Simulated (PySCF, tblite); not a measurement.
# C4H5F5Si: geometry, infrared bands and NMR shifts

Aim: predict the infrared bands and NMR shifts of C4H5F5Si (`FC(F)(F)C(F)(F)/C=C\[SiH3]`).

Computed with tblite 0.8.0 and PySCF 2.14.0, with density-fitted response routines of our own, on a single molecule in the gas phase. Atoms count from 0, in the outputs and in this text.

### Step 1. The starting structure

15 atoms, charge 0, multiplicity 1; geometry from: force field or distance geometry start.

Bonds of the start (Å): F0–C1 1.35, C1–F2 1.35, C1–F3 1.36, C1–C4 1.56, C4–F5 1.37, C4–F6 1.36, C4–C7 1.53, C7–C8 1.34, C8–Si9 1.83, C7–H10 1.09, C8–H11 1.08, Si9–H12 1.48, Si9–H13 1.49, Si9–H14 1.47.

### Step 2. Optimising the geometry with GFN2-xTB

The job: settings as JSON, then the geometry in Å.

```
{"job": {"kind": "relax", "xc": "GFN2-xTB", "basis": "xTB"}, "charge": 0, "multiplicity": 1}
F     -1.833100     0.706600    -1.491500
C     -2.171900    -0.211000    -0.562200
F     -2.845100    -1.201400    -1.182000
F     -3.033800     0.391400     0.297000
C     -0.922800    -0.759900     0.187900
F     -0.114800    -1.402800    -0.710300
F     -1.304500    -1.717600     1.070000
C     -0.157200     0.317700     0.950500
C      1.098500     0.768500     0.798300
Si     2.383900     0.291900    -0.408100
H     -0.759100     0.745200     1.750400
H      1.440900     1.542800     1.475400
H      3.516700     1.244000    -0.293800
H      1.830700     0.361500    -1.785800
H      2.867100    -1.069000    -0.117800
```

Launch:

```
$ OMP_NUM_THREADS=1 python probes_run.py task.json out
```

One launch serves the whole session: the jobs run in the order shown.

Output:

```text
step      E/eV     max force
  0    -992.26590    2.199
  1    -992.37325    1.175
  2    -992.40569    0.607
  3    -992.42156    0.326
  4    -992.43608    0.208
  5    -992.44114    0.196
  6    -992.44898    0.205
  7    -992.45291    0.157
  8    -992.45575    0.134
  9    -992.45777    0.119
 10    -992.46028    0.136
 11    -992.46291    0.150
 12    -992.46526    0.114
 13    -992.46713    0.120
 14    -992.46897    0.109
 15    -992.47094    0.104
 16    -992.47263    0.090
 17    -992.47376    0.086
 18    -992.47464    0.074
 19    -992.47569    0.101
 20    -992.47695    0.105
 21    -992.47797    0.079
 22    -992.47855    0.075
 23    -992.47896    0.061
 24    -992.47949    0.077
 25    -992.48020    0.091
 26    -992.48090    0.071
 27    -992.48142    0.056
 28    -992.48179    0.053
 29    -992.48213    0.043
 30    -992.48242    0.040
 31    -992.48265    0.044
 32    -992.48286    0.041
 33    -992.48309    0.043
 34    -992.48331    0.038
 35    -992.48352    0.031
 36    -992.48371    0.033
 37    -992.48393    0.040
 38    -992.48418    0.045
 39    -992.48440    0.038
 40    -992.48456    0.039
 41    -992.48474    0.040
 42    -992.48499    0.046
 43    -992.48534    0.053
 44    -992.48573    0.049
 45    -992.48610    0.052
 46    -992.48651    0.055
 47    -992.48705    0.061
 48    -992.48763    0.057
 49    -992.48805    0.039
 50    -992.48828    0.029
 51    -992.48846    0.036
 52    -992.48867    0.039
 53    -992.48888    0.033
 54    -992.48905    0.025
 55    -992.48915    0.021
 56    -992.48922    0.026
 57    -992.48931    0.024
 58    -992.48941    0.023
 59    -992.48951    0.024
 60    -992.48961    0.024
 61    -992.48971    0.024
 62    -992.48980    0.025
 63    -992.48989    0.026
 64    -992.48999    0.026
 65    -992.49012    0.029
 66    -992.49029    0.028
 67    -992.49050    0.036
 68    -992.49076    0.042
 69    -992.49105    0.043
 70    -992.49134    0.044
 71    -992.49163    0.045
 72    -992.49196    0.044
 73    -992.49237    0.054
 74    -992.49287    0.066
 75    -992.49330    0.056
 76    -992.49368    0.053
 77    -992.49398    0.050
 78    -992.49457    0.053
 79    -992.49515    0.069
 80    -992.49595    0.069
 81    -992.49650    0.057
 82    -992.49690    0.044
 83    -992.49715    0.040
 84    -992.49744    0.040
 85    -992.49772    0.045
 86    -992.49795    0.038
 87    -992.49823    0.040
 88    -992.49854    0.034
 89    -992.49878    0.029
 90    -992.49894    0.021
 91    -992.49903    0.017
 92    -992.49908    0.016
 93    -992.49912    0.013
 94    -992.49916    0.015
 95    -992.49921    0.014
 96    -992.49925    0.019
 97    -992.49929    0.023
 98    -992.49934    0.026
 99    -992.49941    0.025
100    -992.49951    0.023
101    -992.49960    0.021
102    -992.49965    0.012
103    -992.49966    0.006
```

Wall time 3.5 s (1 thread of Intel Xeon at 2.50GHz, shared host); peak memory 0.18 GiB.

Along the way: (not every step is listed)

| step | energy from step 0 (eV) | largest force (eV/Å) |
| --- | --- | --- |
| 0 | 0.0000 | 2.1994 |
| 1 | -0.1073 | 1.1753 |
| 2 | -0.1398 | 0.6066 |
| 3 | -0.1557 | 0.3259 |
| 4 | -0.1702 | 0.2084 |
| 5 | -0.1752 | 0.1958 |
| 6 | -0.1831 | 0.2053 |
| 7 | -0.1870 | 0.1572 |
| 8 | -0.1898 | 0.1344 |
| 17 | -0.2079 | 0.0864 |
| 26 | -0.2150 | 0.0712 |
| 35 | -0.2176 | 0.0312 |
| 44 | -0.2198 | 0.0489 |
| 53 | -0.2230 | 0.0333 |
| 62 | -0.2239 | 0.0251 |
| 71 | -0.2257 | 0.0446 |
| 80 | -0.2301 | 0.0692 |
| 89 | -0.2329 | 0.0292 |
| 98 | -0.2334 | 0.0260 |
| 99 | -0.2335 | 0.0247 |
| 100 | -0.2336 | 0.0229 |
| 101 | -0.2337 | 0.0212 |
| 102 | -0.2337 | 0.0120 |
| 103 | -0.2338 | 0.0065 |

Close pairs (by a distance rule), those that changed most:

| bond | before (Å) | after (Å) | change (Å) |
| --- | --- | --- | --- |
| C8–Si9 | 1.826 | 1.900 | +0.073 |
| C4–C7 | 1.526 | 1.497 | -0.029 |
| Si9–H13 | 1.486 | 1.458 | -0.028 |
| C1–F3 | 1.358 | 1.335 | -0.023 |
| C7–C8 | 1.343 | 1.323 | -0.020 |
| Si9–H12 | 1.484 | 1.465 | -0.019 |
| C1–F2 | 1.348 | 1.329 | -0.019 |
| C4–F5 | 1.369 | 1.355 | -0.013 |

The end geometry stands in the next job.

### Step 3. Harmonic vibrations with GFN2-xTB

The job: settings as JSON, then the geometry in Å.

```
{"job": {"kind": "ir", "xc": "GFN2-xTB", "basis": "xTB"}, "charge": 0, "multiplicity": 1}
F     -1.330081     0.690048    -1.464647
C     -1.911656    -0.171466    -0.624686
F     -2.543077    -1.082727    -1.357913
F     -2.832923     0.507736     0.062634
C     -0.861108    -0.792916     0.337456
F     -0.015000    -1.544547    -0.408165
F     -1.521750    -1.667251     1.141136
C     -0.177153     0.270273     1.139869
C      1.014791     0.770999     0.858228
Si     2.175334     0.287709    -0.565740
H     -0.783417     0.592132     1.977430
H      1.369134     1.542522     1.528383
H      3.223985     1.310435    -0.548362
H      1.450230     0.321512    -1.830342
H      2.738276    -1.026471    -0.267193
```

Output:

```text
mode    cm-1     km/mol
  1      36.9      0.09
  2      47.0      0.02
  3     130.4      0.61
  4     133.4      8.48
  5     157.3      0.60
  6     179.8      2.25
  7     235.7      2.87
  8     249.2      0.90
  9     334.5      0.69
 10     361.6      3.36
 11     378.3      3.43
 12     436.8     32.32
 13     490.9      4.79
 14     525.1     23.56
 15     531.5     45.06
 16     569.4     42.06
 17     592.6      6.90
 18     642.6     45.01
 19     694.1     23.51
 20     732.6     31.64
 21     752.7    129.28
 22     782.9    121.91
 23     790.9    225.44
 24     802.8    281.01
 25     938.7      5.09
 26     983.1    163.31
 27    1044.4    140.23
 28    1099.9    314.89
 29    1111.3    322.51
 30    1143.2     32.05
 31    1175.1     88.11
 32    1215.7     26.06
 33    1317.5     10.16
 34    1684.4      6.56
 35    2261.5    303.79
 36    2294.9    207.05
 37    2317.0    257.88
 38    3046.4      9.55
 39    3063.7     16.82
```

Wall time 2.5 s (1 thread of Intel Xeon at 2.50GHz, shared host); peak memory 0.18 GiB.

The strongest bands and the atoms that carry them (share of the mass-weighted mode):

| cm⁻¹ | km/mol | atoms |
| --- | --- | --- |
| 791 | 225.4 | H12 42 %, H14 39 % |
| 803 | 281.0 | H13 45 %, H12 41 % |
| 983 | 163.3 | C4 49 % |
| 1100 | 314.9 | C1 74 %, F0 15 % |
| 1111 | 322.5 | C1 70 %, F2 12 % |
| 2262 | 303.8 | H12 96 % |
| 2295 | 207.1 | H14 96 % |
| 2317 | 257.9 | H13 95 % |

### Step 4. Shielding tensors: PBE0/pcSseg-1

The job, as its differences from that of step 3:

```diff
@@ -1,2 +1,2 @@
-{"job": {"kind": "ir", "xc": "GFN2-xTB", "basis": "xTB"}, "charge": 0, "multiplicity": 1}
+{"job": {"kind": "nmr", "xc": "PBE0", "basis": "pcSseg-1"}, "charge": 0, "multiplicity": 1}
 F     -1.330081     0.690048    -1.464647
```

Level: GIAO PBE0/pcSseg-1 NMR shielding, non-relativistic, gas phase.

Output:

```text
coarse grid: 14504 points
cycle   1  E = -942.9715188750  dE =  1.502e+00  |g| = 1.128e+00  |ddm| = 3.452e+00
cycle   2  E = -942.6647168730  dE =  3.068e-01  |g| = 1.824e+00  |ddm| = 1.495e+00
cycle   3  E = -943.1848633211  dE = -5.201e-01  |g| = 1.064e-01  |ddm| = 9.773e-01
cycle   4  E = -943.1857695344  dE = -9.062e-04  |g| = 8.617e-02  |ddm| = 1.476e-01
cycle   5  E = -943.1875375205  dE = -1.768e-03  |g| = 1.584e-02  |ddm| = 7.125e-02
cycle   6  E = -943.1875882347  dE = -5.071e-05  |g| = 4.248e-03  |ddm| = 1.477e-02
cycle   7  E = -943.1875926647  dE = -4.430e-06  |g| = 8.101e-04  |ddm| = 4.452e-03
final grid: 141640 points
cycle   8  E = -943.2779462593  dE = -5.490e-05  |g| = 7.468e-03  |ddm| = 2.796e-02
cycle   9  E = -943.2779371201  dE =  9.139e-06  |g| = 1.081e-02  |ddm| = 1.267e-02
cycle  10  E = -943.2779574602  dE = -2.034e-05  |g| = 7.430e-04  |ddm| = 6.790e-03
cycle  11  E = -943.2779575517  dE = -9.150e-08  |g| = 3.289e-04  |ddm| = 7.977e-04
cycle  12  E = -943.2779575714  dE = -1.970e-08  |g| = 1.273e-04  |ddm| = 3.015e-04
cycle  13  E = -943.2779575750  dE = -3.637e-09  |g| = 3.429e-05  |ddm| = 1.188e-04
cycle  14  E = -943.2779575753  dE = -2.726e-10  |g| = 7.229e-06  |ddm| = 3.314e-05
converged SCF energy = -943.2779575753

GIAO shielding tensors (ppm)
atom      isotropic    diamagn.    paramagn.     s11        s22        s33       span
  0 F      264.022     476.328    -212.306    189.216    259.497    343.355    154.139
  1 C       57.716     244.976    -187.260     50.137     59.502     63.508     13.372
  2 F      274.515     469.165    -194.650    198.238    273.995    351.312    153.074
  3 F      265.721     471.866    -206.144    191.002    261.863    344.300    153.298
  4 C       64.338     241.186    -176.848     44.724     67.673     80.616     35.892
  5 F      313.008     476.665    -163.656    221.767    345.581    371.677    149.910
  6 F      302.657     470.984    -168.327    195.553    348.007    364.409    168.856
  7 C       41.560     258.779    -217.218    -75.857     61.972    138.566    214.423
  8 C       42.562     259.296    -216.735    -78.988     21.860    184.813    263.800
  9 Si     430.706     879.854    -449.147    410.259    428.352    453.507     43.248
 10 H       24.883      31.133      -6.250     22.884     24.165     27.600      4.716
 11 H       24.736      30.234      -5.498     23.155     23.745     27.308      4.153
 12 H       27.712      28.573      -0.861     24.270     25.668     33.198      8.927
 13 H       27.290      29.499      -2.209     23.138     28.392     30.341      7.204
 14 H       27.264      28.785      -1.521     23.480     26.456     31.855      8.375
```

Wall time 2.4 min (1 thread of Intel Xeon at 2.50GHz, shared host); peak memory 0.89 GiB.

The references, computed at this level on geometries of the same kind, shield at (ppm): ¹H TMS 31.72, ¹³C TMS 186.9, ²⁹Si TMS 349.2, ¹⁹F CFCl3 170.9. Their shielding less the atom's gives the shift. The references are single molecules in the gas phase, so shifts against H2O, NH3, PH3, H3PO4 or CFCl3 are not on the usual liquid scales and can be off by tens of ppm. Atoms listed in one row are averaged.

| atoms | environment | σ (ppm) | δ (ppm) | δ scaled to CDCl3 |
| --- | --- | --- | --- | --- |
| C7 | alkene CH | 41.6 | 145.4 | 140.0 |
| C8 | alkene CH | 42.6 | 144.4 | 139.0 |
| C1 | CF3 carbon | 57.7 | 129.2 | 124.2 |
| C4 | allylic fully substituted sp3 carbon bonded to 2 F | 64.3 | 122.6 | 117.7 |
| H11 | hydrogen on an alkene CH | 24.74 | 6.98 | 6.69 |
| H10 | hydrogen on an alkene CH | 24.88 | 6.83 | 6.55 |
| H12, H13, H14 | hydrogen on a silicon bonded to C | 27.42 | 4.30 | – |
| F0, F2, F3 | fluorine of a CF3 group | 268.1 | -97.1 | – |
| F5, F6 | fluorine of a CF2 group | 307.8 | -136.9 | – |
| Si9 | silicon bonded to C, 3 H | 430.7 | -81.5 | – |

The scaled column applies a straight-line fit of computed shieldings to shifts measured in CDCl3, and one for carbons that bear F (root-mean-square error 0.16 ppm for H, 1.9 ppm for C).

Charges from the same density, by scheme (e):

| atoms | Mulliken | IAO | Hirshfeld | ESP fit |
| --- | --- | --- | --- | --- |
| F0, F2, F3 | -0.25 | -0.27 | -0.08 | -0.13 |
| C1 | 0.81 | 0.78 | 0.24 | 0.34 |
| C4 | 0.45 | 0.52 | 0.16 | 0.38 |
| F5, F6 | -0.28 | -0.28 | -0.08 | -0.17 |
| C7 | -0.18 | -0.18 | -0.07 | -0.22 |
| C8 | -0.36 | -0.38 | -0.12 | -0.25 |
| Si9 | 0.57 | 0.60 | 0.30 | 0.39 |

Mayer bond orders: F0–C1 1.01, C1–F2 1.03, C1–F3 1.01, C1–C4 0.90, C4–F5 0.93, C4–F6 0.94, C4–C7 1.00, C7–C8 1.92, C8–Si9 0.85.

The fields below are evaluated on a grid from the run's orbitals.

Frontier orbitals at PBE0/pcSseg-1, with the share of their density that lies nearest to each atom:

| orbital | energy (eV) | lies on |
| --- | --- | --- |
| HOMO | -8.73 | C7, C8 about 34 % each; H14 9 % |
| LUMO | -1.43 | C7, C8 about 29 % each; H11 8 %; H10 6 % |

ELF in a plane through or near 5 of the atoms.

Values, 10 rows by 14 columns:
```
0.00 0.00 0.00 0.00 0.00 0.00 0.00 0.00 0.00 0.00 0.00 0.00 0.00 0.00
0.00 0.00 0.00 0.00 0.00 0.00 0.00 0.01 0.01 0.00 0.00 0.00 0.00 0.00
0.00 0.00 0.00 0.00 0.58 0.81 0.01 0.81 0.96 0.04 0.00 0.00 0.00 0.00
0.00 0.00 0.00 0.00 0.90 0.99 0.39 0.85 0.90 0.01 0.12 0.00 0.00 0.00
0.00 0.01 0.71 0.69 0.27 0.61 0.75 0.66 0.14 0.25 0.83 0.25 0.00 0.00
0.00 0.08 1.00 1.00 0.19 0.36 0.17 0.02 0.46 0.17 0.25 0.02 0.00 0.00
0.00 0.01 0.82 0.90 0.22 0.97 0.46 0.05 0.31 0.50 0.78 0.36 0.00 0.00
0.00 0.00 0.00 0.04 0.85 1.00 0.94 0.00 0.05 0.25 0.72 0.13 0.00 0.00
0.00 0.00 0.00 0.00 0.06 0.39 0.07 0.00 0.00 0.00 0.01 0.00 0.00 0.00
0.00 0.00 0.00 0.00 0.00 0.00 0.00 0.00 0.00 0.00 0.00 0.00 0.00 0.00
```
The map spans 12.1 Å across and 9.4 Å up, centred on the molecule. Atoms in the plane (x, y in Å): C1 (1.9, -0.5), C8 (-1.2, 1.0), H11 (-1.7, 1.9), H12 (-3.4, -0.3), H13 (-1.5, -1.7).

On the surface of density 0.002 e/bohr³ the electrostatic potential runs, from the 1st to the 99th percentile, from -0.51 V near F6 to 1.25 V near H10.

### Step 5. Summary of results

| quantity | value |
| --- | --- |
| strongest single infrared mode (GFN2-xTB) | 1111 cm⁻¹, 323 km/mol |
| zero-point energy (GFN2-xTB) | 50.4 kcal/mol |
| ¹³C shifts against TMS (PBE0/pcSseg-1) | 145.4, 144.4, 129.2, 122.6 ppm |
| ¹H shifts against TMS (PBE0/pcSseg-1, means over atoms taken as alike) | 6.98, 6.83, 4.30 ppm |
| ¹⁹F shifts against CFCl3 (PBE0/pcSseg-1, means over atoms taken as alike) | -97.1, -136.9 ppm |
| ²⁹Si shifts against TMS (PBE0/pcSseg-1) | -81.5 ppm |
| surface potential, 1st and 99th percentile | -0.51 V and 1.25 V |

Over 103 steps the energy fell by 0.234 eV; of the close pairs, C8–Si9 changed most, 1.826 to 1.900 Å. No mode is imaginary among the 39: a minimum at this level. The strongest single mode, at 1111 cm⁻¹, moves mainly C1. Unscaled tight-binding wavenumbers are off by several per cent, some by more. Its intensities can rank the bands wrongly. At PBE0/pcSseg-1: The largest span, 264 ppm, is at C8, where the paramagnetic term is -217 ppm. At PBE0/pcSseg-1, counted by nearest atom on the grid, the HOMO lies on C7, C8 about 34 % each; H14 9 %, the LUMO on C7, C8 about 29 % each; H11 8 %.
